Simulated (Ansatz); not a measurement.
# interstitial Cu in SiO2: hop to the nearest equivalent void, part 3 of 3

Wanted: the energy profile along the hop to the nearest equivalent void, from relaxed end points and a band of images. The host cell (C2/c) has 48 atoms, cell charge +1; the extra atom is the last.

Ansatz 0.2.0; DFT PBE, plane waves, PAW, scalar-relativistic, no spin polarisation. The steps go on from the part before.

## (9) Images and barrier

The 5 inner images lie between the fixed ends 0 and 6. Energy is taken from image 0, and the path length is the program's own coordinate along the band.

| image | path (Å) | energy (eV) | Cu49 x y z (Å) | band force (eV/Å) |
| --- | --- | --- | --- | --- |
| 0 | 0.000 | 0.0000 | 6.31 -0.28 7.68 | - |
| 1 | 1.247 | 0.6627 | 5.75 -0.08 8.17 | 0.015 |
| 2 | 1.862 | 1.9902 | 5.58 -0.02 8.73 | 0.013 |
| 3* | 2.373 | 2.5170 | 5.45 0.00 9.22 | 0.016 |
| 4 | 2.884 | 1.9920 | 5.32 0.02 9.71 | 0.017 |
| 5 | 3.498 | 0.6665 | 5.15 0.08 10.27 | 0.018 |
| 6 | 4.739 | 0.0006 | 4.58 0.28 10.76 | - |

The star marks the climbing image.

image, energy (eV) and a bar:
```
        0      0.000 
        1      0.663 ########
        2      1.990 ########################
        3      2.517 ##############################
        4      1.992 ########################
        5      0.667 ########
        6      0.001
```

How the highest energy settled:

```csv
iteration,highest image above image 0 (eV),largest band force (eV/Å)
1,3.4186,2.903
2,2.9791,1.854
3,2.6436,1.009
4,2.6059,1.142
5,2.5669,0.629
6,2.5393,0.260
7,2.5255,0.122
8,2.5194,0.111
9,2.5178,0.051
10,2.5172,0.035
11,2.5170,0.018
```

Positions (Å) of images 0, 3, 6:

```xyz
49
Lattice="0.107 6.145 6.145 0.107 -6.145 6.145 7.050 0.000 0.000" Properties=species:S:1:pos:R:3 pbc="T T T" image=0 dE=0.0000
Si    4.675   -4.433    6.553
Si    0.775    1.711    2.668
Si    6.136   -1.788    5.576
Si    2.906   -1.689    3.457
Si    3.684    1.157    3.317
Si    5.340    1.192    5.786
Si    7.037   -1.126    2.756
Si    5.462    5.020    6.464
O     1.898    3.085    6.248
O     0.073    3.084    3.096
O     0.953   -4.346    4.654
O     2.778   -1.743    7.683
O     6.923    1.518    5.637
O     2.108    1.458    3.552
O     3.880    4.738    6.636
O     1.570   -1.407    2.587
O     4.207    1.868    1.975
O     1.242   -4.280    7.247
O     6.504   -1.945    4.039
O     2.603   -1.843    5.044
O     6.790    0.474    2.918
O     5.709   -5.671    6.303
O     3.939   -0.450    3.235
O     5.180   -0.461    5.845
Si    1.178    1.715    6.591
Si    4.380    1.715    8.775
Si    2.546    4.457    5.763
Si    6.470   -1.787    9.788
Si    0.218    1.192    9.581
Si    1.766   -4.989    5.903
Si    3.519   -1.150    8.992
Si    2.040   -1.150    6.373
O     5.378   -3.062    6.125
O     3.551   -3.061    2.971
O     4.497    1.798    4.567
O     6.305    4.398    7.681
O     3.341   -4.686    5.670
O     5.685    1.519    9.730
O     0.439   -1.523    6.477
O     5.120   -1.521    8.883
O     0.750    1.764    8.163
O     4.809    1.765    7.203
O     2.961   -1.844   10.323
O     5.991    4.202    5.179
O     3.366    0.467    9.040
O     2.193    0.467    6.326
O     0.379   -0.461    9.522
O     1.512    5.695    5.983
Cu    6.311   -0.275    7.682
49
Lattice="0.107 6.145 6.145 0.107 -6.145 6.145 7.050 0.000 0.000" Properties=species:S:1:pos:R:3 pbc="T T T" image=3 dE=2.5170
Si    4.702   -4.464    6.505
Si    0.855    1.681    2.637
Si    6.088   -1.680    5.787
Si    2.777   -1.680    3.509
Si    3.729    1.060    3.309
Si    5.298    1.159    5.844
Si    6.953   -1.060    2.837
Si    5.491    4.987    6.448
O     1.869    3.074    6.146
O     0.306    3.096    3.132
O     0.958   -4.321    4.656
O     2.781   -1.823    7.636
O     6.890    1.424    5.715
O     2.152    1.356    3.545
O     3.899    4.721    6.577
O     1.480   -1.356    2.601
O     4.200    1.712    1.921
O     1.319   -4.270    7.224
O     6.481   -1.712    4.225
O     2.420   -1.872    5.068
O     6.754    0.556    2.853
O     5.728   -5.705    6.184
O     3.928   -0.556    3.293
O     5.061   -0.440    6.108
Si    1.195    1.692    6.554
Si    4.304    1.866    8.645
Si    2.544    4.455    5.738
Si    6.593   -1.865    9.792
Si    0.326    1.257    9.512
Si    1.807   -4.984    5.874
Si    3.521   -1.256    8.925
Si    1.933   -1.159    6.417
O     5.395   -3.073    6.145
O     3.328   -3.095    3.018
O     4.570    1.717    4.520
O     6.219    4.429    7.772
O     3.380   -4.700    5.586
O     5.765    1.850    9.547
O     0.360   -1.444    6.705
O     5.133   -1.851    8.890
O     0.909    1.813    8.145
O     4.687    1.992    7.094
O     2.938   -1.811   10.292
O     6.103    4.155    5.198
O     3.414    0.439    8.906
O     2.206    0.442    6.309
O     0.434   -0.437    9.531
O     1.534    5.705    5.983
Cu    5.449    0.000    9.219
49
Lattice="0.107 6.145 6.145 0.107 -6.145 6.145 7.050 0.000 0.000" Properties=species:S:1:pos:R:3 pbc="T T T" image=6 dE=0.0006
Si    4.655   -4.356    6.715
Si    0.726    1.690    2.691
Si    6.118   -1.711    5.740
Si    2.854   -1.712    3.477
Si    3.647    1.122    3.390
Si    5.327    1.123    5.829
Si    6.996   -1.154    2.830
Si    5.449    4.952    6.505
O     1.836    3.063    6.041
O     0.088    3.064    3.179
O     0.961   -4.397    4.609
O     2.792   -1.801    7.633
O     6.909    1.404    5.659
O     2.064    1.403    3.556
O     3.866    4.627    6.653
O     1.522   -1.453    2.592
O     4.183    1.941    2.108
O     1.131   -4.301    7.249
O     6.479   -1.865    4.174
O     2.493   -1.863    5.043
O     6.741    0.453    2.913
O     5.607   -5.686    6.441
O     3.894   -0.479    3.227
O     5.079   -0.478    5.991
Si    1.195    1.690    6.529
Si    4.426    1.788    8.650
Si    2.561    4.432    5.698
Si    6.519   -1.714    9.665
Si    0.327    1.156    9.445
Si    1.699   -4.989    5.920
Si    3.631   -1.196    8.855
Si    1.976   -1.154    6.388
O     5.421   -3.086    6.168
O     3.549   -3.088    3.048
O     4.485    1.742    4.611
O     6.288    4.348    7.728
O     3.298   -4.609    5.818
O     5.777    1.531    9.553
O     0.400   -1.454    6.625
O     5.214   -1.520    8.709
O     0.890    1.846    8.115
O     4.796    1.941    7.112
O     3.096   -1.768   10.271
O     5.984    4.377    5.091
O     3.472    0.458    8.918
O     2.230    0.453    6.309
O     0.478   -0.461    9.399
O     1.551    5.684    5.964
Cu    4.579    0.284   10.757
```

## (10) Results

This closing draws on all 3 parts.

```
                    quantity                    value
                       end A  7 moves, 0.881 eV lower
                       end B  4 moves, 0.883 eV lower
            barrier forwards                 2.517 eV
           barrier backwards                 2.516 eV
second end relative to first                +0.001 eV
               highest image    3 of 0 to 6, climbing
             band iterations                       11
lowest curvatures at the top     -4.34 and 0.61 eV/Å²
```

**Reading.** Along this path the system climbs 2.52 eV from the first end (97 kT at 300 K), which at an assumed attempt frequency of 10^13 s⁻¹ means a rate near 10^-29 s⁻¹. Both ends agree in energy to 1 meV. The program found one negative curvature at the climbing image, so it is a first-order saddle. The value is not shown to be converged in cell size (49 atoms) or k-mesh. The charged cell sits in a uniform background, with no correction for images.
